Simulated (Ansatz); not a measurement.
# CH4OSi (SMILES CO[SiH]) at r2SCAN/aug-cc-pVDZ

What is the electronic atomisation energy of CH4OSi at r2SCAN/aug-cc-pVDZ? 

Program for the calculation: Ansatz 0.2.0.

57 further runs of the same task are left out: 57 set aside as unsound or not needed. Runs told in other sessions of the task aren't counted.

### Step 1. The molecule

The species is CH4OSi (7 atoms), meant as a singlet with charge 0. As SMILES, `CO[SiH]`. Geometry: relaxed at PBE0-D4/def2-TZVP. This is one conformer, not always the lowest.

Bond lengths: C1–O2 1.410 Å, O2–Si3 1.639 Å, C1–H4 1.092 Å, C1–H5 1.095 Å, C1–H6 1.092 Å, Si3–H7 1.552 Å. Angles: C1–O2–Si3 130.6°, O2–C1–H4 109.2°, O2–C1–H5 110.9°, O2–C1–H6 109.2°, O2–Si3–H7 97.1°, H4–C1–H5 109.5°, H4–C1–H6 108.5°, H5–C1–H6 109.5°.

### Step 2. The energy at r2SCAN/aug-cc-pVDZ

input.yaml

```yaml
crystal:
  periodic: [false, false, false]
  atoms:
    - {symbol: C, position_ang: [-0.512400, 0.485500, -0.338500]}
    - {symbol: O, position_ang: [-0.443200, -0.446500, 0.717600]}
    - {symbol: Si, position_ang: [0.796900, -1.387300, 1.229900]}
    - {symbol: H, position_ang: [-1.296400, 0.180800, -1.035500]}
    - {symbol: H, position_ang: [0.443800, 0.547500, -0.868700]}
    - {symbol: H, position_ang: [-0.769300, 1.467500, 0.065400]}
    - {symbol: H, position_ang: [1.841700, -0.915600, 0.184100]}
basis:
  gaussian: {orbitals: aug-cc-pVDZ}
output: {orbitals: {seedname: orbitals}}
accuracy: high
hamiltonian: {xc: {name: r2SCAN}}
```

The run is started by

```sh
ansatz run input.yaml --threads 1 --pin off --max-ram 3480MiB --events-out events.jsonl --progress --plain --runs-dir runs
```

The program printed:

```text
Warning: RAYON_NUM_THREADS=1 ignored (pool sized by the plan → 1); use --threads N
Functional definition: r2SCAN
  name "r2SCAN"
  parameter k0 = 0.174
  parameter k1 = 0.065
  parameter a1 = 4.9479
  exchange = r2scan_x(k0 = k0, k1 = k1, a1 = a1)
  correlation = r2scan_c
2191 factors; integrals over basis functions are off by at most 3.5e-9 eV
mean field evaluation 1: about -11016.2097 eV, gradient 5.8e1 eV
mean field evaluation 2: about -10965.7747 eV, gradient 1.5e2 eV
mean field evaluation 4: about -11023.4537 eV, gradient 1.1e1 eV
mean field evaluation 8: about -11023.6916 eV, gradient 4.1e-1 eV
mean field evaluation 16: about -11023.6920 eV, gradient 5.4e-5 eV
mean field -11023.69202079 eV, -405.1132096371 hartree, gradient 4.0e-8 eV, S^2 0.000000; 0 other end points of the search recorded, 0 dependent functions left out
reference -11023.69202331 eV, -405.1132097297 hartree; 16, 16 occupied and 93, 93 virtual orbitals, 2191 factors
Total energy: -11023.69202331 eV, -405.1132097297 hartree
```

Run time: 17 s. Hardware: 1 thread of Arm Neoverse V2, shared host; peak memory 0.34 GiB.

### Step 3. The C atom at the same level

run.yaml

```yaml
crystal:
  periodic: [false, false, false]
  atoms:
    - {symbol: C, position_ang: [0.000000, 0.000000, 0.000000]}
basis:
  gaussian:
    orbitals: aug-cc-pVDZ
magnetization:
  spin_polarized: true
  initial_magnetization: 2
hamiltonian:
  xc: {name: r2SCAN}
accuracy: high
```

The run is started by

```sh
ansatz run run.yaml --threads 1 --pin off --max-ram 3480MiB --events-out events.jsonl --progress --plain --runs-dir runs
```

The program printed:

```text
Warning: RAYON_NUM_THREADS=1 ignored (pool sized by the plan → 1); use --threads N
Functional definition: r2SCAN
  name "r2SCAN"
  parameter k0 = 0.174
  parameter k1 = 0.065
  parameter a1 = 4.9479
  exchange = r2scan_x(k0 = k0, k1 = k1, a1 = a1)
  correlation = r2scan_c
195 factors; integrals over basis functions are off by at most 2.5e-9 eV
mean field evaluation 1: about -1029.1554 eV, gradient 5.2e0 eV
mean field evaluation 2: about -1029.3100 eV, gradient 2.3e0 eV
mean field evaluation 4: about -1029.3482 eV, gradient 3.6e-1 eV
mean field evaluation 8: about -1029.3480 eV, gradient 1.4e-3 eV
mean field evaluation 16: about -1029.3480 eV, gradient 4.9e-8 eV
mean field evaluation 32: about -1029.3480 eV, gradient 4.9e-8 eV
mean field -1029.34798706 eV, -37.8278408072 hartree, gradient 4.9e-8 eV, S^2 2.006158; 1 other end points of the search recorded, 0 dependent functions left out
reference -1029.34799398 eV, -37.8278410617 hartree; 4, 2 occupied and 19, 21 virtual orbitals, 195 factors
Total energy: -1029.34799398 eV, -37.8278410617 hartree
```

Run time: 1.6 s. Hardware: 1 thread of Arm Neoverse V2, shared host; peak memory 0.099 GiB.

### Step 4. The H atom at the same level

input.yaml

```yaml
crystal:
  periodic: [false, false, false]
  atoms:
    - {symbol: H, position_ang: [0.000000, 0.000000, 0.000000]}
basis:
  gaussian: {orbitals: aug-cc-pVDZ}
magnetization: {spin_polarized: true, initial_magnetization: 1}
hamiltonian: {xc: {name: r2SCAN}}
accuracy: high
```

Run the same way, it converges to -0.49947 Eh (log not shown).

### Step 5. The O atom, same level

in.yaml

```yaml
basis:
  gaussian:
    orbitals: aug-cc-pVDZ
crystal:
  periodic: [false, false, false]
  atoms:
    - symbol: O
      position_ang: [0.000000, 0.000000, 0.000000]
magnetization:
  spin_polarized: true
  initial_magnetization: 2
hamiltonian:
  xc: r2scan
accuracy: high
```

Run the same way, it converges to -75.03927 Eh (log not shown).

### Step 6. The Si atom

input.yaml

```yaml
crystal:
  periodic: [false, false, false]
  atoms:
    - {symbol: Si, position_ang: [0.000000, 0.000000, 0.000000]}
basis:
  gaussian: {orbitals: aug-cc-pVDZ}
total_charge: 0
magnetization: {spin_polarized: true, initial_magnetization: 2}
hamiltonian: {xc: {name: r2SCAN}}
accuracy: high
```

Run the same way, it converges to -289.33952 Eh (log not shown).

### Step 7. What came out

Level: r2SCAN/aug-cc-pVDZ.

```
                     quantity          value
       molecule: total energy  -405.11321 Eh
        molecule: HOMO energy       -5.68 eV
        molecule: LUMO energy       -2.73 eV
      molecule: HOMO–LUMO gap        2.95 eV
         C atom: total energy   -37.82784 Eh
                 C atom: ⟨S²⟩          2.006
         H atom: total energy    -0.49947 Eh
                 H atom: ⟨S²⟩          0.750
         O atom: total energy   -75.03927 Eh
                 O atom: ⟨S²⟩          2.005
        Si atom: total energy  -289.33952 Eh
                Si atom: ⟨S²⟩          2.009
electronic atomisation energy      24.727 eV
```

Taking the molecule apart into free atoms costs 24.73 eV (570 kcal/mol), before zero-point energy and without spin-orbit coupling.
